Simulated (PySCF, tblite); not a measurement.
**C₆H₁₃AsSi: geometry, infrared bands and NMR shifts**

Wanted: the infrared bands and NMR shifts of C₆H₁₃AsSi (`C#C[SiH2][AsH]C(C)(C)C`), by calculation.

Programs: tblite 0.8.0 and PySCF 2.14.0, with density-fitted response routines of our own. Each step states its level of theory. These are calculated values for one molecule in the gas phase, unless marked as measured. Atoms are numbered from 0 throughout.

### 1 The molecule as given

21 atoms, charge 0, multiplicity 1; geometry from: force field or distance geometry start.

Bonds of the start (Å): C0–C1 1.22, C1–Si2 1.80, Si2–As3 2.33, As3–C4 1.99, C4–C5 1.54, C4–C6 1.53, C4–C7 1.54, C0–H8 1.06, Si2–H9 1.47, Si2–H10 1.47, As3–H11 1.58, C5–H12 1.10, C5–H13 1.11, C5–H14 1.11, C6–H15 1.12, C6–H16 1.11, C6–H17 1.12, C7–H18 1.11, C7–H19 1.11, C7–H20 1.10.

### 2 Geometry optimisation with GFN2-xTB

What the job is given:

```
{"job": {"kind": "relax", "xc": "GFN2-xTB", "basis": "xTB"}, "charge": 0, "multiplicity": 1}
C      4.706400    -1.256300     0.583700
C      3.607700    -1.009000     0.109200
Si     1.986700    -0.655500    -0.577500
As     0.603600     0.194800     1.099700
C     -1.078300     0.445500     0.062200
C     -1.493000    -0.835700    -0.694300
C     -2.183000     0.826500     1.048300
C     -0.875300     1.604200    -0.938200
H      5.655800    -1.467400     0.994800
H      1.417100    -1.900200    -1.119900
H      2.128600     0.340600    -1.653800
H      0.206700    -1.245600     1.605300
H     -0.785100    -1.067100    -1.501400
H     -1.523900    -1.699600     0.002100
H     -2.495900    -0.703000    -1.148700
H     -1.909900     1.744900     1.622200
H     -3.144500     1.011400     0.529600
H     -2.337400    -0.001600     1.786900
H     -0.561000     2.524100    -0.405400
H     -1.823600     1.816400    -1.476400
H     -0.110700     1.349800    -1.690100
```

Launch:

```sh
$ OMP_NUM_THREADS=1 python probes_run.py task.json out
```

The driver reads the jobs from task.json and runs them one after another.

**Question.** This job is followed by: GFN2-xTB harmonic vibrations, gas phase; GIAO PBE0/pcSseg-1 NMR shielding, non-relativistic, gas phase. Predict these results of the whole session: strongest single infrared mode (GFN2-xTB); zero-point energy (GFN2-xTB); 13C shifts against TMS (PBE0/pcSseg-1, means over atoms taken as alike); 1H shifts against TMS (PBE0/pcSseg-1, means over atoms taken as alike); 29Si shifts against TMS (PBE0/pcSseg-1); 75As shifts against AsH3 (PBE0/pcSseg-1); surface potential, 1st and 99th percentile.

The runs gave:

```
                                                               quantity                        value
                              strongest single infrared mode (GFN2-xTB)        1852 cm⁻¹, 658 km/mol
                                           zero-point energy (GFN2-xTB)               101.4 kcal/mol
13C shifts against TMS (PBE0/pcSseg-1, means over atoms taken as alike)  106.2, 85.0, 38.4, 35.9 ppm
 1H shifts against TMS (PBE0/pcSseg-1, means over atoms taken as alike)   4.83, 3.11, 1.97, 1.40 ppm
                                29Si shifts against TMS (PBE0/pcSseg-1)                    -77.6 ppm
                               75As shifts against AsH3 (PBE0/pcSseg-1)                      393 ppm
                                  surface potential, 1st and 99th percentile           -0.88 V and 1.31 V
```

What this shows: Relaxing lowered the energy by 0.195 eV in 73 steps; the close pair that moved most is As3–H11, from 1.577 to 1.511 Å. All 57 modes are real, so the xTB geometry is a minimum. The strongest single mode, at 1852 cm⁻¹, moves mainly H11. GFN2-xTB is a fitted tight-binding method: band positions and strengths are rough. Its intensities can rank the bands wrongly. At PBE0/pcSseg-1: The widest tensor belongs to As3: span 627 ppm, with a paramagnetic part of -1283 ppm. Spin-orbit coupling is left out, which matters for shieldings and couplings at and beside the heavy atoms.
